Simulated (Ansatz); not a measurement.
# CH6F2O2Si2: up Jacob's ladder to CCSD(T)

Aim: compute CH6F2O2Si2 with functionals from several rungs and with coupled cluster, and see how far each lands from CCSD(T) at the basis-set limit for the atomisation energy.

The runs use Ansatz 0.2.0, Gaussian basis; functionals in def2-TZVPP, the program's frozen cores in correlated methods.

The runs, in order: PBE-D4, r2SCAN-D4, PBE0-D4, B3LYP-D4, ωB97X-V, ωB97M-V, B2PLYP; CCSD(T)/def2-TZVPP; MP2/def2-QZVPP; extrapolation to the limit.

## (1) The geometry

An earlier PBE0-D4 in a triple-zeta def2 set relaxation fixed the geometry.

SMILES `O[Si@H](F)C[Si@H](O)F`, 13 atoms, charge 0, spin multiplicity 1.

Atoms are counted from 1 here; the program's logs count them from 0.

Bond lengths: O1–Si2 1.648 Å, O1–H8 0.959 Å, Si2–F3 1.598 Å, Si2–C4 1.843 Å, Si2–H9 1.479 Å, C4–Si5 1.862 Å, C4–H10 1.097 Å, C4–H11 1.095 Å, Si5–O6 1.626 Å, Si5–F7 1.601 Å, Si5–H12 1.475 Å, O6–H13 0.965 Å. Angles: Si2–O1–H8 118.7°, O1–Si2–F3 108.7°, O1–Si2–C4 106.0°, O1–Si2–H9 110.7°, F3–Si2–C4 110.9°, F3–Si2–H9 105.8°, C4–Si2–H9 114.7°, Si2–C4–Si5 114.6°, Si2–C4–H10 108.0°, Si2–C4–H11 109.0°, Si5–C4–H10 107.9°, Si5–C4–H11 109.7°, H10–C4–H11 107.3°, C4–Si5–O6 110.9°, C4–Si5–F7 106.3°, C4–Si5–H12 114.0°, O6–Si5–F7 111.1°, O6–Si5–H12 107.5° and more.

## (2) PBE-D4 (GGA)

in.yaml reads:

```yaml
crystal:
  periodic: [false, false, false]
  atoms:
    - {symbol: O, position_ang: [-0.796290, 1.392566, 0.955229]}
    - {symbol: Si, position_ang: [0.163003, 1.409992, -0.385061]}
    - {symbol: F, position_ang: [-0.461068, 2.426894, -1.447434]}
    - {symbol: C, position_ang: [0.152723, -0.312083, -1.040845]}
    - {symbol: Si, position_ang: [0.273894, -1.638385, 0.260713]}
    - {symbol: O, position_ang: [-0.910895, -1.480755, 1.362607]}
    - {symbol: F, position_ang: [1.715621, -1.473800, 0.937876]}
    - {symbol: H, position_ang: [-0.891896, 2.200234, 1.462794]}
    - {symbol: H, position_ang: [1.505139, 1.940388, -0.061231]}
    - {symbol: H, position_ang: [-0.786839, -0.461120, -1.586424]}
    - {symbol: H, position_ang: [0.969884, -0.425065, -1.761068]}
    - {symbol: H, position_ang: [0.203994, -3.011656, -0.274379]}
    - {symbol: H, position_ang: [-1.137269, -0.567209, 1.577232]}
basis:
  gaussian: {orbitals: def2-TZVPP}
hamiltonian: {xc: pbe, dispersion: d4}
output: {forces: true, orbitals: {seedname: orbitals}}
```

Started as:

```sh
$ ansatz run in.yaml --threads 2 --pin off --events-out ev --progress --plain --max-ram 22528MiB --backend cuda --devices 0, --max-vram 18GiB
```

Further steps of the session: r2SCAN-D4 (meta-GGA); PBE0-D4 (hybrid); B3LYP-D4 (hybrid); ωB97X-V (range-separated); ωB97M-V (range-separated); B2PLYP (double hybrid); CCSD(T) in def2-TZVPP; MP2 in def2-QZVPP.

**Question.** What will the summary of the whole plan be? Wanted: atomisation energy, CCSD(T)/CBS; farthest; mean size of error, hybrid; mean size of error, range-separated; gap, smallest and largest; T1 diagnostic; triples share of the correlation energy.

The runs gave:

| quantity | value |
| --- | --- |
| atomisation energy, CCSD(T)/CBS | 5263.8 kJ/mol |
| functionals within 26.3 kJ/mol (0.5 %) | PBE-D4, r2SCAN-D4, ωB97X-V, ωB97M-V |
| farthest | B2PLYP (-93.1 kJ/mol) |
| mean size of error, hybrid | 77.4 kJ/mol |
| mean size of error, range-separated | 16.7 kJ/mol |
| gap, smallest and largest | 6.78 eV (PBE-D4), 13.41 eV (ωB97X-V) |
| T1 diagnostic | 0.0117 |
| triples share of the correlation energy | 3.2 % |

In words: PBE-D4 is off by +8.6 kJ/mol. Double hybrids carry the basis error of their MP2 part in triple zeta, and no dispersion term here, so their miss is partly the set-up's. Misses under about 26.3 kJ/mol are within the doubt on the reference itself, which lacks core-valence correlation, relativity and higher excitations. Hartree-Fock recovers 73 % of the binding; the rest is correlation. The gap grows from 6.8 to 13.4 eV across the functionals, mostly with the share of exact exchange.
